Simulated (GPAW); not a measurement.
Crystal: InAu3.

```
CELL_PARAMETERS angstrom
3.16059 0.00000 0.00000
-1.58029 2.73715 0.00000
0.00000 0.00000 9.05757
ATOMIC_POSITIONS crystal
Au 0.33333 0.66667 0.75160
Au 0.33333 0.66667 0.24840
Au 0.66667 0.33333 0.50000
In 0.66667 0.33333 0.00000
```

The cell comes from a database or a generator and needn't be the stable form of this composition.

```yaml
Program: GPAW 26.7.0
Task: relaxation of cell and atoms
Functional: PBEsol
Dispersion: D4
Potentials_or_basis: PAW data sets generated in the run's folder for this functional
Cutoff: 600 eV
Basis: pw
k_mesh: 6 × 6 × 2
Occupations: fermi-dirac, width 0.05 eV
Spin: no spin polarisation
```

At the start: pressure -8.9 GPa; volume 19.59 Å³/atom.

Q: How do energy, volume and symmetry change on relaxing?

A: Over 7 steps the energy falls by 44.2 meV/atom and the volume is 18.13 Å³/atom (-7.5 %); space group P-6m2 (No. 187, to 0.05 Å).

The path:
```tsv
step	energy change (eV)	largest force (eV/Å)	pressure (GPa)	volume (Å³)
1	0.0000	0.0093	-8.89	78.36
2	-0.0476	0.0018	-7.80	77.45
3	-0.1715	0.0835	1.70	71.77
4	-0.1761	0.0593	-0.22	72.69
5	-0.1763	0.0542	-0.02	72.59
6	-0.1764	0.0402	0.10	72.53
7	-0.1767	0.0147	0.13	72.51
```

Final structure:
```cif
data_structure
_symmetry_space_group_name_H-M 'P 1'
_symmetry_Int_Tables_number 1
_cell_length_a 3.0871
_cell_length_b 3.0871
_cell_length_c 8.7852
_cell_angle_alpha 90.000
_cell_angle_beta 90.000
_cell_angle_gamma 120.000
_cell_volume 72.51
loop_
_atom_site_label
_atom_site_type_symbol
_atom_site_fract_x
_atom_site_fract_y
_atom_site_fract_z
_atom_site_occupancy
Au1 Au 0.33333 0.66667 0.75231 1
Au2 Au 0.33333 0.66667 0.24769 1
Au3 Au 0.66667 0.33333 0.50000 1
In1 In 0.66667 0.33333 0.00000 1
```

Caveat: the k mesh is coarse (spacing up to 0.38 Å⁻¹), so the values aren't converged; with this Au data set, volumes or pressures lay over 1.5 % or 2 GPa off other programs in two to four cells of ten; later steps reuse the first step's grids; pairwise dispersion overbinds metals, which lowers pressure and volume.
